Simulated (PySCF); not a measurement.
# Cl6Ir ([IrCl6]3-): the cost of one run

Programs: PySCF 2.14.0, with routines of our own; each step states its level. All values are computed. Atoms count from 0.

## 1. The system as given

7 atoms, charge -3, states of the metal's open shell are computed; geometry from: model geometry, bond lengths from ionic radii.

## 2. Ligand-field states: state-averaged CASSCF in water

What the job is given:

```
{"job": {"kind": "lf", "basis": {"metal": "x2c-TZVPall", "ligand": "x2c-SVPall"}, "nevpt": true, "solvent": "water"}, "charge": -3, "metal": "Ir", "open_shell": "d6"}
Ir     0.000000     0.000000     0.000000
Cl     0.000000     0.000000     2.390000
Cl     0.000000     0.000000    -2.390000
Cl     2.390000     0.000000     0.000000
Cl    -2.390000     0.000000     0.000000
Cl     0.000000     2.390000     0.000000
Cl    -0.000000    -2.390000     0.000000
```

With the program's defaults for keys left out, this is: state-averaged CASSCF of the metal d shell, SC-NEVPT2 on the averaged canonical orbitals, state-interaction spin-orbit coupling.

Command:

```bash
$ OMP_NUM_THREADS=1 python lf_run.py task.json out
```

This one command runs all jobs of the session in turn.

Q: Estimate the wall time and peak memory of this first job on 1 thread of Arm Neoverse V2, shared host.

About 34 s, with a peak of 0.6 GiB.
